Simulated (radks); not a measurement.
# Ru⁴⁺ in [Kr] 4d4: an all-electron calculation

Wanted: eigenvalues, radial structure and energy terms of the ruthenium ion Ru4+.

Method: scalar-relativistic Kohn-Sham, exchange-only B88, spin-unpolarised, spherical densities, finite nucleus. Code: radks (a radial shooting solver on a logarithmic mesh, Libxc functionals) version 1.

### 1 The atom as given

```
element            : ruthenium (Z = 44)
charge             : +4
electrons          : 40
configuration      : [Kr] 4d4
nuclear rms radius : 4.4809 fm
```

The outer shells:

Ru⁴⁺
```
[Kr] core
4d [↑ ][↑ ][↑ ][↑ ][  ]
```

### 2 The run

The run's settings:

```text
Z 44
configuration [Kr] 4d4
relativity scalar-relativistic
functional b88,
spin unpolarised
nucleus finite rms 4.4809 fm
c 137.035999084
```

Launch:

```console
python run_ks.py task.json out
```

This one command runs every case of the session in turn.

Q: Predict the outcome of this run.

**Answer**, as computed:

```
                        quantity                value
                    total energy  -4525.49278 hartree
exchange-correlation share of it               2.88 %
                            −T/E               1.0346
          highest occupied level       4d, -50.623 eV
    most extended occupied level  4d, <r> = 1.38 bohr
 radius at density 0.001 e/bohr³            3.02 bohr
    maxima of the radial density                    4
         ionisation energy, NIST       59 (theory) eV
```

What this shows: The radial density shows 4 maxima for 4 occupied principal shells. −T/E is 1.035: with relativity the kinetic term as defined here no longer equals −E. Minus the highest eigenvalue, 50.623 eV, is 86 % of the tabulated ionisation energy (59 eV); the potential of a semilocal functional falls off too fast, so its top eigenvalue is too shallow. Spin polarisation and multiplet splitting are left out.
